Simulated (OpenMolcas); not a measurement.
# Ni: CASSCF and CASPT2 terms and fine-structure levels

Aim: the low terms and levels of Ni, with their order and spacing, then second-order correlation under several settings.

The numbers are computed with OpenMolcas 26.06 (state-averaged CASSCF and CASPT2, spin-orbit coupling by RASSI with atomic mean-field integrals), except any that are marked as measured or tabulated.

## 1. The atom as given

* Species: Ni (nickel, Z = 28, 28 electrons)
* Basis: ANO-RCC-VTZP [6s5p3d2f1g], 59 functions
* Scalar Hamiltonian: DKH2, point nucleus
* Inactive shells: 1s 2s 2p 3s 3p
* Active space: 10 electrons in 6 orbitals (3d 4s)
* Some configurations of this space: 3d8 4s2, 3d9 4s, 3d10
* Orbitals: optimised for the ground-state spin in each parity, averaged over the low roots

The outer shells:

3d8 4s2
```
3d [↑↓][↑↓][↑↓][↑ ][↑ ]
4s [↑↓]
```

3d9 4s
```
3d [↑↓][↑↓][↑↓][↑↓][↑ ]
4s [↑ ]
```

3d10
```
3d [↑↓][↑↓][↑↓][↑↓][↑↓]
```

Each step is its own input file, run in one work folder so that later steps find the files of earlier ones. Labels, J, g values, rates, χT and fits are worked out afterwards by a script from the matrices that RASSI stores.

## 2. One- and two-electron integrals

File a.inp:

```
&GATEWAY
Coord
1

Ni 0.0 0.0 0.0
Basis=ANO-RCC-VTZP
Group=XYZ
NoMove
AngMom=0.0 0.0 0.0
AMFI
&SEWARD
```

## 3. CASSCF: triplets of even parity, 15 roots

File a.inp:

```
&RASSCF
FileOrb=start.orb
Symmetry=1
Spin=3
nActEl=10 0 0
Inactive=3 6
Ras2=6 0
CIRoot=15 15 1
SDav=15
CIMx=300
Iter=120 100
PrWF=0.3
OrbListing=Nothing
MaxOrb=0
Atom
>>> COPY $Project.JobIph JOB001
```

start.orb holds the contracted functions of the basis, ordered by shell, or the orbitals of the step before.

## 4. CASSCF: singlets of even parity, 21 roots

File a.inp:

```
&RASSCF
FileOrb=start.orb
Symmetry=1
Spin=1
nActEl=10 0 0
Inactive=3 6
Ras2=6 0
CIRoot=21 21 1
SDav=21
CIMx=300
Iter=120 100
PrWF=0.3
OrbListing=Nothing
MaxOrb=0
Atom
CIOnly
>>> COPY $Project.JobIph JOB002
```

## 5. RASSI: spin-orbit coupling between the states

File a.inp:

```
&RASSI
NrOfJobIphs=2 15 19
1 2 3 4 5 6 7 8 9 10 11 12 13 14 15
1 2 3 4 5 6 7 8 9 10 11 12 13 14 15 16 17 18 19
IphNames
JOB001
JOB002
EJob
SpinOrbit
DIPRint=1.0
SOCoupling=1000.0
Subsets=2
MEES
Property=10
'ANGMOM' 1 'ANGMOM' 2 'ANGMOM' 3 'MLTPL  1' 1 'MLTPL  1' 2 'MLTPL  1' 3
'AMFI' 1 'AMFI' 2 'AMFI' 3 'MLTPL  2' 6
SOProperty=3
'ANGMOM' 1 'ANGMOM' 2 'ANGMOM' 3
```

## 6. CASPT2: IPEA 0.25, imaginary shift 0.1 (closed shells correlated: 3s 3p)

File a.inp:

```
>>> COPY JOB001 $Project.JobIph
&CASPT2
Multistate=15 1 2 3 4 5 6 7 8 9 10 11 12 13 14 15
Frozen=2 3
IPEA=0.25
Imaginary=0.1
MaxIter=60
WThr=0.0 0.3 0.05
PrWF=0.5
NoMix
>>> COPY JOB002 $Project.JobIph
&CASPT2
Multistate=19 1 2 3 4 5 6 7 8 9 10 11 12 13 14 15 16 17 18 19
Frozen=2 3
IPEA=0.25
Imaginary=0.1
MaxIter=60
WThr=0.0 0.3 0.05
PrWF=0.5
NoMix
```

## 7. CASPT2: IPEA 0, imaginary shift 0.1 (closed shells correlated: 3s 3p)

a.inp, as its differences from that of step 6:

```diff
@@ -4,3 +4,3 @@
 Frozen=2 3
-IPEA=0.25
+IPEA=0.0
 Imaginary=0.1
@@ -14,3 +14,3 @@
 Frozen=2 3
-IPEA=0.25
+IPEA=0.0
 Imaginary=0.1
```

## 8. CASPT2: IPEA 0.25, imaginary shift 0.1 (closed shells correlated: 3s 3p), extended multistate

File a.inp:

```
>>> COPY JOB001 $Project.JobIph
&CASPT2
XMultistate=15 1 2 3 4 5 6 7 8 9 10 11 12 13 14 15
Frozen=2 3
IPEA=0.25
Imaginary=0.1
MaxIter=60
WThr=0.0 0.3 0.05
PrWF=0.5
NoMix
>>> COPY JOB002 $Project.JobIph
&CASPT2
XMultistate=19 1 2 3 4 5 6 7 8 9 10 11 12 13 14 15 16 17 18 19
Frozen=2 3
IPEA=0.25
Imaginary=0.1
MaxIter=60
WThr=0.0 0.3 0.05
PrWF=0.5
NoMix
```

## 9. CASPT2: IPEA 0.25, imaginary shift 0.1 (closed shells correlated: none)

File a.inp:

```
>>> COPY JOB001 $Project.JobIph
&CASPT2
Multistate=15 1 2 3 4 5 6 7 8 9 10 11 12 13 14 15
Frozen=3 6
IPEA=0.25
Imaginary=0.1
MaxIter=60
WThr=0.0 0.3 0.05
PrWF=0.5
NoMix
>>> COPY JOB002 $Project.JobIph
&CASPT2
Multistate=19 1 2 3 4 5 6 7 8 9 10 11 12 13 14 15 16 17 18 19
Frozen=3 6
IPEA=0.25
Imaginary=0.1
MaxIter=60
WThr=0.0 0.3 0.05
PrWF=0.5
NoMix
```

(Steps that only read results are left out.)

**Question.** What will these runs give? Wanted: lowest level; first excited level; lowest level of another term; spin-orbit lowering of the lowest level; strongest of the lines computed, by gA.

As calculated:

| quantity | value |
| --- | --- |
| method | SS-CASPT2, IPEA 0.25, imaginary shift 0.1 (closed shells correlated: 3s 3p) |
| lowest level | 3d8 4s2 3F4, 100 % of that term, g = 1.250 |
| ground level listed by NIST | 3F4 |
| first excited level | 3d8 4s2 3F3 at 0.1592 eV |
| lowest level of another term | 3d9 4s 3D3 at 0.371 eV |
| spin-orbit lowering of the lowest level | 0.1200 eV |
| strongest of the lines computed, by gA (one parity, so forbidden lines), at CASSCF energies | 3d9 4s 3D3 → 3d8 4s2 3F4, 435.6 nm, A = 1.44e+00 s⁻¹ |

Cost and accuracy by method:

```
                                               method  time of its own steps  time with the reference  mean absolute difference from method B (cm-1)
                                            A. CASSCF                  7.6 s                    7.6 s                                           8200
 B. SS-CASPT2, IPEA 0.25, imaginary shift 0.1, +3s 3p                  6.7 s                     14 s                                              0
    C. SS-CASPT2, IPEA 0, imaginary shift 0.1, +3s 3p                  5.8 s                     13 s                                            480
D. XMS-CASPT2, IPEA 0.25, imaginary shift 0.1, +3s 3p                  4.2 s                     12 s                                           1600
  E. SS-CASPT2, IPEA 0.25, imaginary shift 0.1, +none                  3.1 s                     11 s                                            500
```

Times are of one thread on a shared host.

**Reading.** The multiplet 3F is inverted; its intervals divided by the larger J differ by 11 % of their mean, where Landé's rule for pure LS coupling makes them equal. Second-order correlation (method B) scales the levels of the lowest configuration above 5000 cm⁻¹ by 0.79 to 0.89. Only the configurations of the active space and the roots asked for are present. The singlets rest on orbitals optimised for another spin in at least one step, which raises them against the optimised states. Not all states of the active space went into the spin-orbit step. CASPT2 does not keep the components of a term degenerate, and the means are used. Configurations with different d counts are hard to place against each other, and can be off by thousands to tens of thousands of cm-1. Levels of other configurations are missing from the list.
